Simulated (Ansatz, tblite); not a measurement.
# The cluster B13: competing shapes

One table from this session's results is given with a row withheld; the runs are named, their logs left out.

Computed with Ansatz 0.2.0, Gaussian basis. Level: relaxed with PBE-D4/def2-SVP, doublet.

2 further runs of the same task are left out: 2 set aside as unsound or not needed.

## Where the work starts

13 atoms, charge 0, spin multiplicity 2.

Atoms are counted from 1 here; the program's logs count them from 0.

Bond lengths: B1–B6 1.765 Å, B1–B7 1.578 Å, B1–B12 1.754 Å, B1–B13 1.579 Å, B2–B4 1.576 Å, B2–B6 1.580 Å, B2–B9 1.752 Å, B2–B13 1.762 Å, B3–B5 1.714 Å, B3–B7 1.762 Å, B3–B8 1.581 Å, B3–B12 1.575 Å, B4–B8 1.578 Å, B4–B11 1.993 Å, B5–B7 1.579 Å, B5–B8 1.772 Å, B5–B10 1.564 Å, B6–B12 1.573 Å and more. Angles: B6–B1–B7 108.9°, B6–B1–B12 53.1°, B6–B1–B13 61.5°, B7–B1–B12 63.0°, B7–B1–B13 125.7°, B12–B1–B13 109.6°, B4–B2–B6 118.2°, B4–B2–B9 76.1°, B4–B2–B13 112.5°, B6–B2–B9 112.4°, B6–B2–B13 61.5°, B9–B2–B13 53.1°, B5–B3–B7 54.0°, B5–B3–B8 64.9°, B5–B3–B12 111.9°, B7–B3–B8 108.5°, B7–B3–B12 62.9°, B8–B3–B12 120.6° and more.

A search from random starts with GFN2-xTB found 14 distinct shapes; 2 go on here. The structure above is candidate A, which lies 0.00 eV above the lowest at that level; B lies 0.06 eV above the lowest at that level.

Set-up of the first run:

Input file in.yaml:

```yaml
crystal:
  periodic: [false, false, false]
  atoms:
    - {symbol: B, position_ang: [-0.235030, 1.441510, -1.125580]}
    - {symbol: B, position_ang: [-0.652620, 0.727130, 1.461510]}
    - {symbol: B, position_ang: [1.851780, -0.096020, -0.293630]}
    - {symbol: B, position_ang: [-0.126220, -0.758300, 1.439370]}
    - {symbol: B, position_ang: [0.830830, -1.156870, -1.171400]}
    - {symbol: B, position_ang: [0.094990, 1.797620, 0.571500]}
    - {symbol: B, position_ang: [0.792150, 0.354600, -1.627990]}
    - {symbol: B, position_ang: [1.121000, -1.194860, 0.576540]}
    - {symbol: B, position_ang: [-1.884310, -0.141150, 0.568220]}
    - {symbol: B, position_ang: [-0.197000, -1.966590, -0.315450]}
    - {symbol: B, position_ang: [-1.534200, -1.599180, 0.307550]}
    - {symbol: B, position_ang: [1.322470, 1.387050, -0.321630]}
    - {symbol: B, position_ang: [-1.383840, 1.205060, -0.069010]}
basis:
  gaussian: {orbitals: def2-SVP}
magnetization: {spin_polarized: true, initial_magnetization: 1}
hamiltonian: {xc: pbe, dispersion: d4}
scf: {lower_state_search: "off"}
output: {orbitals: {seedname: orbitals}}
relax: {f_tol: 0.03, max_steps: 70}
```

Run with:

```
> ansatz run in.yaml --threads 4 --pin off --events-out ev --progress --plain --max-ram 6963MiB
```

Steps of the session up to this table: Relaxing candidate A; Relaxing candidate B; Candidate A, PBE0-D4/def2-TZVP; Candidate A, PBE-D4/def2-TZVP; Candidate A, r2SCAN-D4/def2-TZVP.

One of the session's tables, all rows but one given; the rest of the session is left out.

It belongs to the step «A against B». 

```
              level  A above B (eV)
           GFN1-xTB          +2.935
           GFN2-xTB          +0.130
   PBE-D4/def2-TZVP          +1.342
r2SCAN-D4/def2-TZVP          +1.496
  PBE0-D4/def2-TZVP               ?
```

Q: Estimate the row for PBE0-D4/def2-TZVP from the others.

As computed: A above B (eV): +1.444. In the column «A above B (eV)» it lies between PBE-D4/def2-TZVP (+1.342) and r2SCAN-D4/def2-TZVP (+1.496).

Caveats from the session: The search was small, so a lower isomer may exist. Only doublets are compared; another spin may lie lower and prefer another shape.
